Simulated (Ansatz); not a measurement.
# WI2O2 (Immm): how the settings move a calculation

Aim: see which settings change the result for WI2O2 (Immm), by how much, and at what cost.

Computed with Ansatz 0.2.0 (reference: DFT PBE, scalar-relativistic, plane waves, PAW, unless a step's input says otherwise).

3 further runs of the same task are left out: 2 that didn't finish, 1 set aside as unsound or not needed. Runs told in other sessions of the task aren't counted.

## (1) The system as given

Symmetry: Immm, No. 71, orthorhombic system. The conventional cell has a = 3.748 Å, b = 3.905 Å, c = 16.628 Å, α = 90.00°, β = 90.00°, γ = 90.00°. W (site symmetry mmm) has 4 O at 1.87 to 1.95 Å and 2 I at 2.67 Å in its first shell of neighbours. I (site symmetry mm2) has 1 W at 2.67 Å in its first shell of neighbours. O (site symmetry mmm) is surrounded by 2 W at 1.95 Å. O (site symmetry mmm) has 2 W at 1.87 Å in its first shell of neighbours.

As a file:

```cif
data_structure
_symmetry_space_group_name_H-M 'Immm'
_symmetry_Int_Tables_number 71
_cell_length_a 3.7484
_cell_length_b 3.9049
_cell_length_c 16.6283
_cell_angle_alpha 90.000
_cell_angle_beta 90.000
_cell_angle_gamma 90.000
_cell_volume 243.39
loop_
_atom_site_label
_atom_site_type_symbol
_atom_site_symmetry_multiplicity
_atom_site_Wyckoff_symbol
_atom_site_fract_x
_atom_site_fract_y
_atom_site_fract_z
_atom_site_occupancy
W1 W 2 a 0.00000 0.00000 0.00000 1
I1 I 4 i 0.50000 0.50000 0.66072 1
O1 O 2 d 0.00000 0.50000 0.00000 1
O2 O 2 b 0.50000 0.00000 0.00000 1
```

## (2) Baseline

File input.yaml:

```yaml
crystal:
  lattice:
    - [-1.87420015, 1.9524501563, 8.3141506654]
    - [1.87420015, -1.9524501563, 8.3141506654]
    - [1.87420015, 1.9524501563, -8.3141506654]
  atoms:
    - { symbol: W, position: [0.0, 0.0, 0.0] }
    - { symbol: I, position: [0.16072, 0.16072, 0.0] }
    - { symbol: I, position: [0.83928, 0.83928, 0.0] }
    - { symbol: O, position: [0.5, 0.0, 0.5] }
    - { symbol: O, position: [0.0, 0.5, 0.5] }
basis:
  ecutwfc: 420
  ecutrho_ratio: 4
kpoints:
  mp_grid: { grid: [8, 8, 8] }
hamiltonian:
  xc: pbe
scf:
  occupations: { method: gaussian, width: 0.05 }
output:
  forces: true
  stress: true
  eigenvalues: true
relax:
  f_tol: 0.015
  max_steps: 40
  cell: { stress_tol: 0.15, fix: [volume] }
```

Launch:

```bash
$ ansatz run input.yaml --threads 4 --pin off --max-ram 8192MiB --backend cpu --events-out ev --progress --plain --runs-dir out
```

## (3) Changed: n_extra_bands 2

File input.yaml:

```yaml
crystal:
  lattice:
    - [-1.901982153666, 1.902656060655, 8.407116930552]
    - [1.901982153666, -1.902656060655, 8.407116930552]
    - [1.901982153666, 1.902656060655, -8.407116930552]
  atoms:
    - { symbol: W, position: [-4.465168376148e-35, 1.30903051206e-33, 1.218049864057e-33] }
    - { symbol: I, position: [0.1611668393936, 0.1611668393936, -1.113966411058e-18] }
    - { symbol: I, position: [0.8388331606064, 0.8388331606064, -5.11517300118e-18] }
    - { symbol: O, position: [0.5, -3.831354164991e-33, 0.5] }
    - { symbol: O, position: [-1.588383923731e-19, 0.5, 0.5] }
basis:
  ecutwfc: 420
  ecutrho_ratio: 4
kpoints:
  mp_grid: { grid: [8, 8, 8] }
hamiltonian:
  xc: pbe
scf:
  occupations: { method: gaussian, width: 0.05 }
  n_extra_bands: 2
output:
  forces: true
  stress: true
```

## (4) Changed: basis.precision f64, mp_grid.shift [0.5, 0.5, 0.5], eigensolver.kind davidson, lower_state_search light

File input.yaml:

```yaml
crystal:
  lattice:
    - [-1.901982153666, 1.902656060655, 8.407116930552]
    - [1.901982153666, -1.902656060655, 8.407116930552]
    - [1.901982153666, 1.902656060655, -8.407116930552]
  atoms:
    - { symbol: W, position: [-4.465168376148e-35, 1.30903051206e-33, 1.218049864057e-33] }
    - { symbol: I, position: [0.1611668393936, 0.1611668393936, -1.113966411058e-18] }
    - { symbol: I, position: [0.8388331606064, 0.8388331606064, -5.11517300118e-18] }
    - { symbol: O, position: [0.5, -3.831354164991e-33, 0.5] }
    - { symbol: O, position: [-1.588383923731e-19, 0.5, 0.5] }
basis:
  ecutwfc: 420
  ecutrho_ratio: 4
  precision: f64
kpoints:
  mp_grid: { grid: [8, 8, 8], shift: [0.5, 0.5, 0.5] }
hamiltonian:
  xc: pbe
scf:
  occupations: { method: gaussian, width: 0.05 }
  eigensolver: { kind: davidson }
  lower_state_search: light
output:
  forces: true
  stress: true
  write_density: true
  write_potential: true
  elf: true
  volumetric_format: npy
```

Q: Predict the outcome of this session. Wanted: for each run, ending; energy change; pressure; gap; force.

As calculated:

```tsv
run	ending	energy change	pressure (GPa)	gap (eV)	force (eV/Å)	cycles	time
reference	converged	0	1.8	0.00	0.00	-	33 s
1: n_extra_bands 2	converged	0.0 meV/atom	1.8	0.00	0.00	9	5.8 s
2: basis.precision f64, mp_grid.shift [0.5, 0.5, 0.5], eigensolver.kind davidson, lower_state_search light	converged	0.0 meV/atom	1.8	0.00	0.00	11	13 s
```

Times don't compare one to one where runs were asked for different outputs or read a saved state (see the inputs); cycles may leave out searches for a lower state.

**Reading.** Of the converged runs whose energies compare with the reference's, none moves it noticeably. The reference leaves spin out although W can carry a moment, so its state need not be the lowest.

The cell is layered and no dispersion term is used, so the spacing and stiffness across the layers are uncertain.
